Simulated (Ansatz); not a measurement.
# Cobalt, simple cubic under BLYP: structure, energy and stiffness

The plan for cobalt in the simple cubic structure: relax it, solve it on a dense k-mesh, then scale the cell to 7 volumes from 88 to 112 % of the relaxed one and try a fit of the equation of state. The start is antiferromagnetic (G-type). The k-meshes are 12×12×12 for the relaxation; 19×19×19 for the dense run; 13×13×13 for the volumes.

This is Co in the simple cubic structure; at room conditions it is hcp.

Computed with Ansatz 0.2.0 (DFT BLYP, plane waves (420 eV) with PAW, scalar-relativistic; the PAW data stem from PBE, with regenerated cores, unless a step says otherwise).

### Step 1. Starting point

It takes space group Pm-3m (No. 221, cubic). Conventional cell: a = 2.287 Å, b = 2.287 Å, c = 2.287 Å, α = 90.00°, β = 90.00°, γ = 90.00°. Co (site symmetry m-3m) is surrounded by 6 Co at 2.29 Å.

As a file:

```
Co
1.0
     0.00000    2.28685    2.28685
     2.28685    0.00000    2.28685
     2.28685    2.28685    0.00000
Co
2
Direct
  0.00000 0.00000 0.00000
  0.50000 0.50000 0.50000
```

The atoms start with moments of +1.7, -1.7 μB.

### Step 2. Relaxing cell and atoms

File input.yaml:

```yaml
crystal:
  lattice:
    - [0.0, 2.286848805, 2.286848805]
    - [2.286848805, 0.0, 2.286848805]
    - [2.286848805, 2.286848805, 0.0]
  atoms:
    - { symbol: Co, position: [0.0, 0.0, 0.0], spin: 1.7 }
    - { symbol: Co, position: [0.5, 0.5, 0.5], spin: -1.7 }
hamiltonian:
  xc: blyp
  pseudopotentials:
    kind: paw
    azcp:
      Co: "pseudopotentials/Co.paw.azcp"
basis:
  ecutwfc: 420
  fft_grid_basis: typed
kpoints:
  mp_grid: { grid: [12, 12, 12], shift: [0, 0, 0] }
magnetization:
  spin_polarized: true
scf:
  occupations: { method: fermi_dirac, width: 0.05 }
relax:
  max_steps: 60
  f_tol: 0.01
  cell: {}
output:
  write_density: true
  write_potential: true
  elf: true
  volumetric_format: npy
```

Further steps of the session: The energy on a finer k-mesh; At 88 % of the relaxed volume; At 92 % of the relaxed volume; At 96 % of the relaxed volume; At 100 % of the relaxed volume; At 104 % of the relaxed volume; At 108 % of the relaxed volume; At 112 % of the relaxed volume.

**Question.** What will these runs give? Wanted: space group; conventional cell; volume; shortest distance; gap on the mesh; magnetic state; relative to hcp, ferromagnetic; V₀, B₀, B₀′.

**Answer**, as computed:

| quantity | value |
| --- | --- |
| space group (spins left aside) | Pm-3m (No. 221) |
| conventional cell | a = 2.317 Å |
| volume | 12.441 Å³/atom |
| shortest distance | 2.317 Å |
| gap on the mesh | none (levels filled in part) |
| magnetic state | ferromagnetic, up to 1.75 μB per atom |
| relative to hcp, ferromagnetic | +638 meV/atom |
| V₀, B₀, B₀′ | 13.436 Å³/atom, 117 GPa, 4.0 |

In words: The relaxation enlarged the cell by 4.0 % in volume. It lies 638 meV/atom above the element's reference form at the same level (hcp, ferromagnetic, from a run of its own). It ends ferromagnetic, with up to 1.75 μB per atom. That is not the order it started in. No gap shows: it is a metal or semimetal at this level. B₀ comes out at 117 GPa. The symmetry was held, so the structure may be unstable against distortions that break it.
